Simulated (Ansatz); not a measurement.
# CeB2Rh3: the cost of one run

Computed with the Python package of Ansatz 0.2.0. Level of theory: DFT PBEsol, plane waves, PAW.

## Step 1: Starting point

It takes space group P6/mmm (No. 191, hexagonal). The conventional cell has a = 5.499 Å, b = 5.499 Å, c = 3.085 Å, α = 90.00°, β = 90.00°, γ = 120.00°. Around Ce (site symmetry 6/mmm) lie 2 Ce at 3.08 Å and 12 Rh at 3.15 Å and 6 B at 3.17 Å. Around B (site symmetry -6m2) lie 6 Rh at 2.21 Å and 3 Ce at 3.17 Å. Rh (site symmetry mmm) is surrounded by 4 B at 2.21 Å.

No structure file is read: the coordinates are typed or built in the script.

## Step 2: Script

Input file vcrelax_ceb2rh3.py:

```python
"""Cell relaxation of CeB2Rh3."""

import warnings

import ansatz as az
import matplotlib.pyplot as plt
import numpy as np
from pymatgen.core import Lattice, Structure
from pymatgen.io.ase import AseAtomsAdaptor

def edges_and_angles(cell):
    cell = np.asarray(cell)
    a, b, c = np.linalg.norm(cell, axis=1)
    cosines = cell[1] @ cell[2] / (b * c), cell[0] @ cell[2] / (a * c), cell[0] @ cell[1] / (a * b)
    return (a, b, c, *np.degrees(np.arccos(cosines)))


def main() -> None:
    warnings.simplefilter("ignore", az.DeckWarning)

    pmg_structure = Structure(
        Lattice([(5.499, 0.0, 0.0), (-2.7495, 4.762274, 0.0), (0.0, 0.0, 3.085)]),
        ["Ce", "B", "B", "Rh", "Rh", "Rh"],
        [
            (0.0, 0.0, 0.0),
            (1 / 3, 2 / 3, 0.0),
            (2 / 3, 1 / 3, 0.0),
            (0.5, 0.0, 0.5),
            (0.5, 0.5, 0.5),
            (0.0, 0.5, 0.5),
        ],
    )
    crystal = az.Crystal.from_ase(AseAtomsAdaptor.get_atoms(pmg_structure)).moments(Ce=0.7)

    # only the volume may change
    setup = (
        crystal.calculation()
        .functional("PBEsol")
        .pseudopotentials("paw")
        .basis(38 * az.Ry)
        .kpoints(spacing=0.27)
        .occupations("fermi_dirac", width=0.15)
        .spin(az.SpinTreatment.COLLINEAR)
        .relax(fix_cell=["shape"])
        .density()
    )
    steps = []


    def collect(event):
        if event["event"] == "relax_step":
            steps.append(event["data"])


    result = setup.session().plan().execute(on_event=collect)
    report = result.report
    for s in steps:
        flag = "" if s["accepted"] else "  (rejected)"
        print("step %2d  E = %.5f eV  largest force component = %.4f eV/A%s" % (s["step"], s["lagrangian_ev"], s["allowed_force_max_ev_ang"], flag))

    first, last = steps[0], steps[-1]
    symbols = [site.symbol for site in result.lattice.sites]
    print(f"energy gained {first['lagrangian_ev'] - last['lagrangian_ev']:.4f} eV in {len(steps) - 1} steps")
    for label, vectors in (("before", first["cell_ang"]), ("after", result.lattice.cell_ang)):
        print(label, "a b c (A) {:.4f} {:.4f} {:.4f}  angles {:.2f} {:.2f} {:.2f}".format(*edges_and_angles(vectors)), f" V = {abs(np.linalg.det(vectors)):.3f} A^3")
    print("final stress xx yy zz (GPa, compression positive):", np.round(np.diag(report["stress_gpa"]), 3) + 0.0)

    print("atom   start x y z (A)              end x y z (A)")
    for symbol, a, b in zip(symbols, first["positions_ang"], last["positions_ang"]):
        print(f"{symbol:3s}", " ".join(f"{v:8.4f}" for v in a), "  ", " ".join(f"{v:8.4f}" for v in b))

    print("relaxed fractional positions")
    for site in result.lattice.sites:
        print(f"  {site.symbol:2s}", " ".join(f"{v % 1:8.5f}" for v in np.round(site.position_frac, 5)))

    fig, (top, bottom) = plt.subplots(2, 1, sharex=True, figsize=(4.5, 4))
    top.plot([s["lagrangian_ev"] - last["lagrangian_ev"] for s in steps], "o-")
    top.set_ylabel("E - E(final) (eV)")
    bottom.semilogy([max(s["allowed_force_max_ev_ang"], 1e-6) for s in steps], "s-")
    bottom.set(xlabel="step", ylabel="largest force (eV/A)")
    fig.tight_layout()
    fig.savefig("relax.png", dpi=100)

    n_atoms = len(report["lattice"]["sites"])
    print("F =", round(report["free_energy_ev"], 4), "eV for", n_atoms, "atoms")
    print("E(sigma -> 0) =", round(report["energy_sigma0_ev"], 4), "eV, TS =", round(report["entropy_ts_ev"], 5), "eV")
    print("closed by", report["closed_by"], "after", report["n_iterations"], "iterations")

    print(f"net moment {report['magnetization_mub']:.3f} muB, absolute {report['absolute_magnetization_mub']:.3f} muB")
    for index, (site, m) in enumerate(zip(result.lattice.sites, report["site_moments_mub"])):
        print(f"  {index:2d} {site.symbol:2s} {m:7.3f}")

    rho = result.density()
    up, down = (channel.density_e_per_ang3 for channel in rho.channels)
    voxel = rho.cell_volume_ang3 / up.size
    print([str(channel.component) for channel in rho.channels], rho.dims)
    print(f"integral of up - down {np.sum(up - down) * voxel:.4f}, of its modulus {np.sum(np.abs(up - down)) * voxel:.4f} muB on the grid")
    print(f"spin density from {np.min(up - down):.4f} to {np.max(up - down):.4f} e/A^3")


if __name__ == "__main__":
    main()
```

## Step 3: The run

Started as:

```sh
python vcrelax_ceb2rh3.py
```

**Question.** How long does this script take on 1 thread of AMD EPYC 9B45 (Zen 5), shared host, and how much memory does it need?

About 39 s, with a peak of 0.77 GiB.
